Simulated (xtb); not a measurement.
# CH6SeSi2 (SMILES C1[SiH2][SiH2][Se]1): levels of theory compared

Aim: a comparison of 3 runs (GFN-FF, GFN2-xTB, GFN0-xTB) of CH6SeSi2. 

The results are computed with xtb 6.7.1.

3 further runs of the same task are left out: 1 that didn't finish, 2 set aside as unsound or not needed.

### Step 1. The system as given

CH6SeSi2: 10 atoms, total charge 0, spin state singlet. SMILES: `C1[SiH2][SiH2][Se]1`. Geometry: optimised at GFN2-xTB.

Bond lengths: C1–Si2 1.927 Å, Si2–Si3 2.333 Å, C1–Se4 2.000 Å, Si3–Se4 2.314 Å, C1–H5 1.089 Å, C1–H6 1.089 Å, Si2–H7 1.466 Å, Si2–H8 1.466 Å, Si3–H9 1.464 Å, Si3–H10 1.464 Å. Some angles: C1–Si2–Si3 87.0°, Si2–C1–Se4 103.7°, Si2–Si3–Se4 83.3°, C1–Se4–Si3 85.9°, C1–Si2–H7 110.5°, C1–Si2–H8 110.5°, Si3–Si2–H7 118.8°, Si3–Si2–H8 118.9°, Si2–C1–H5 114.7°, Si2–C1–H6 114.7°.

### Step 2. Energy and gradient at GFN-FF (run 1)

struc.xyz

```xyz
10
start
C     -1.26770100     0.61512000    -0.05877400
Si     0.51721100     0.62218200    -0.78526500
Si     0.98389700    -1.14595400     0.66343600
Se    -1.22516100    -0.86094000     1.29082100
H     -1.55225700     1.52936200     0.45945400
H     -2.05146400     0.38397800    -0.77820500
H      0.48507500     0.36268800    -2.22745400
H      1.16142000     1.91768100    -0.55149800
H      1.18051200    -2.50699500     0.16162400
H      1.85166800    -0.96832100     1.82876200
```

On the command line:

```bash
xtb struc.xyz --grad --gfnff --chrg 0 | tee out.txt
```

The program printed:

```text
* xtb version 6.7.1
[...]
         ::                     SUMMARY                     ::
         :::::::::::::::::::::::::::::::::::::::::::::::::::::
         :: total energy              -1.041128258533 Eh    ::
         :: gradient norm              0.028084259910 Eh/a0 ::
         ::.................................................::
         :: bond energy               -1.103967446898 Eh    ::
         :: angle energy               0.026937444811 Eh    ::
         :: torsion energy             0.001008241902 Eh    ::
         :: repulsion energy           0.046369796530 Eh    ::
         :: electrostat energy        -0.005251474662 Eh    ::
         :: dispersion energy         -0.006203155925 Eh    ::
         :: HB energy                  0.000000000000 Eh    ::
         :: XB energy                  0.000000000000 Eh    ::
         :: bonded atm energy         -0.000021664291 Eh    ::
         :: external energy            0.000000000000 Eh    ::
         :: add. restraining           0.000000000000 Eh    ::
         :: total charge              -0.000000000000 e     ::
[...]
molecular dipole:
                 x           y           z       tot (Debye)
 q only:        0.411       0.228      -0.377       1.532
           -------------------------------------------------
          | TOTAL ENERGY               -1.041128258533 Eh   |
          | GRADIENT NORM               0.028084259910 Eh/α |
           -------------------------------------------------
########################################################################
[WARNING] Runtime exception occurred
-1- gfnff_setup: Could not read topology file.
########################################################################
[...]
```

Standard error:

```text
normal termination of xtb
```

Wall time 0.022 s (1 thread of Arm Neoverse N1, shared host).

### Step 3. Energy and gradient at GFN2-xTB (run 2)

mol.xyz

```xyz
10

C     -1.26770     0.61512    -0.05877
Si     0.51721     0.62218    -0.78526
Si     0.98390    -1.14595     0.66344
Se    -1.22516    -0.86094     1.29082
H     -1.55226     1.52936     0.45945
H     -2.05146     0.38398    -0.77820
H      0.48508     0.36269    -2.22745
H      1.16142     1.91768    -0.55150
H      1.18051    -2.50700     0.16162
H      1.85167    -0.96832     1.82876
```

On the command line:

```bash
xtb --gfn 2 --grad --json -- mol.xyz | tee mol.out
```

The program printed:

```text
* xtb version 6.7.1
[...]
          :  # basis functions                  40          :
[...]
          :  # electrons                        24          :
[...]
          :  Hamiltonian                  GFN2-xTB          :
[...]
          :  net charge                          0          :
          :  unpaired electrons                  0          :
[...]
   *** convergence criteria satisfied after 14 iterations ***
[...]
         ::                     SUMMARY                     ::
         :::::::::::::::::::::::::::::::::::::::::::::::::::::
         :: total energy             -11.821226226319 Eh    ::
         :: gradient norm              0.000204853032 Eh/a0 ::
         :: HOMO-LUMO gap              3.120453965455 eV    ::
         ::.................................................::
         :: SCC energy               -11.915136692554 Eh    ::
         :: -> isotropic ES            0.031784946829 Eh    ::
         :: -> anisotropic ES         -0.002548717042 Eh    ::
         :: -> anisotropic XC          0.004021451989 Eh    ::
         :: -> dispersion             -0.007667816216 Eh    ::
         :: repulsion energy           0.093910466235 Eh    ::
         :: add. restraining           0.000000000000 Eh    ::
         :: total charge              -0.000000000000 e     ::
         :::::::::::::::::::::::::::::::::::::::::::::::::::::
[...]
        12        2.0000           -0.3583670              -9.7517 (HOMO)
        13                         -0.2436925              -6.6312 (LUMO)
[...]
     #   Z          covCN         q      C6AA      α(0)
     1   6          3.684    -0.115    22.919     6.855
     2  14          3.810     0.400    99.301    19.064
     3  14          3.646     0.414    99.701    19.146
     4  34          1.996    -0.461   251.787    27.649
     5   1          0.925     0.033     2.546     2.495
     6   1          0.925     0.033     2.546     2.495
     7   1          0.918    -0.081     4.953     3.481
     8   1          0.918    -0.081     4.952     3.481
     9   1          0.918    -0.071     4.645     3.371
    10   1          0.918    -0.071     4.643     3.370
[...]
molecular dipole:
                 x           y           z       tot (Debye)
 q only:        1.620       0.424      -1.046
   full:        1.210       0.462      -0.914       4.031
molecular quadrupole (traceless):
[...]
          | TOTAL ENERGY              -11.821226226319 Eh   |
          | GRADIENT NORM               0.000204853032 Eh/α |
          | HOMO-LUMO GAP               3.120453965455 eV   |
           -------------------------------------------------
[...]
```

Standard error:

```text
normal termination of xtb
```

It took 0.043 s on 1 thread of Arm Neoverse N1, shared host.

### Step 4. Energy and gradient at GFN0-xTB (run 3)

.CHRG

```
0
```

.UHF

```
0
```

input.xyz

```xyz
10

C     -1.26770     0.61512    -0.05877
Si     0.51721     0.62218    -0.78526
Si     0.98390    -1.14595     0.66344
Se    -1.22516    -0.86094     1.29082
H     -1.55226     1.52936     0.45945
H     -2.05146     0.38398    -0.77820
H      0.48508     0.36269    -2.22745
H      1.16142     1.91768    -0.55150
H      1.18051    -2.50700     0.16162
H      1.85167    -0.96832     1.82876
```

On the command line:

```bash
xtb input.xyz --gfn 0 --grad --parallel 1 > run.log 2> xtb.err
```

The program printed:

```text
* xtb version 6.7.1
[...]
          :  # basis functions                  46          :
[...]
          :  # electrons                        24          :
[...]
 Zeroth order Hamiltonian       ...        0 min,  0.001 sec ( 13.076%)
[...]
         ::                     SUMMARY                     ::
         :::::::::::::::::::::::::::::::::::::::::::::::::::::
         :: total energy             -12.322333535072 Eh    ::
         :: gradient norm              0.021454666013 Eh/a0 ::
         :: HOMO-LUMO gap              2.720672359542 eV    ::
         ::.................................................::
         :: H0 energy                -12.362998958193 Eh    ::
         :: repulsion energy           0.114551810802 Eh    ::
         :: electrostat energy        -0.070976270084 Eh    ::
         :: -> Gsolv                   0.000000000000 Eh    ::
         ::    -> Gsasa                0.000000000000 Eh    ::
         ::    -> Gshift               0.000000000000 Eh    ::
         :: dispersion energy         -0.002910117597 Eh    ::
         :: short-range corr.          0.000000000000 Eh    ::
         :: add. restraining           0.000000000000 Eh    ::
         :: total charge              -0.000000000000 e     ::
         :::::::::::::::::::::::::::::::::::::::::::::::::::::
[...]
        12        2.0000           -0.3754163             -10.2156 (HOMO)
        13                         -0.2754334              -7.4949 (LUMO)
[...]
     #   Z          covCN         q      C6AA      α(0)
     1   6          3.684    -0.372    32.103     8.205
     2  14          3.810     0.403   140.441    21.882
     3  14          3.646     0.401   141.144    21.986
     4  34          1.996    -0.304   237.843    26.945
     5   1          0.925     0.140     1.462     1.891
     6   1          0.925     0.140     1.461     1.891
     7   1          0.918    -0.106     5.798     3.766
     8   1          0.918    -0.107     5.799     3.766
     9   1          0.918    -0.097     5.462     3.655
    10   1          0.918    -0.097     5.461     3.655
[...]
          | TOTAL ENERGY              -12.322333535072 Eh   |
          | GRADIENT NORM               0.021454666013 Eh/α |
          | HOMO-LUMO GAP               2.720672359542 eV   |
           -------------------------------------------------
[...]
```

Standard error:

```text
normal termination of xtb
```

Run time: 0.036 s. Hardware: 1 thread of Arm Neoverse N1, shared host.

### Step 5. Overview of the runs

```
run     level  energy (Eh)  dipole moment (D)  dispersion energy (kJ/mol)  largest force (eV/Å)  wall time
  1    GFN-FF    -1.041128               1.53                      -16.29                 0.993    0.022 s
  2  GFN2-xTB   -11.821226               4.03                      -20.13                 0.006    0.043 s
  3  GFN0-xTB   -12.322334               4.21                       -7.64                 0.644    0.036 s
```

### Step 6. Outcome

| quantity | value |
| --- | --- |
| run 3: total energy | -12.32233 Eh |
| run 3: dipole moment | 4.21 D |
| run 3: HOMO energy | -10.22 eV |
| run 3: LUMO energy | -7.49 eV |
| run 3: HOMO–LUMO gap | 2.72 eV |
| run 3: dispersion energy | -7.64 kJ/mol |
| run 3: largest force on an atom | 0.644 eV/Å |
| run 3: mean polarisability (D4 model) | 97.6 bohr³ |

What this shows: The dipole moment (its size) runs from 1.53 D (GFN-FF) to 4.21 D (GFN0-xTB). Force-field and semi-empirical energies have zeros of their own, so their totals don't compare. All runs together took 0.1 s, the longest 0.043 s.
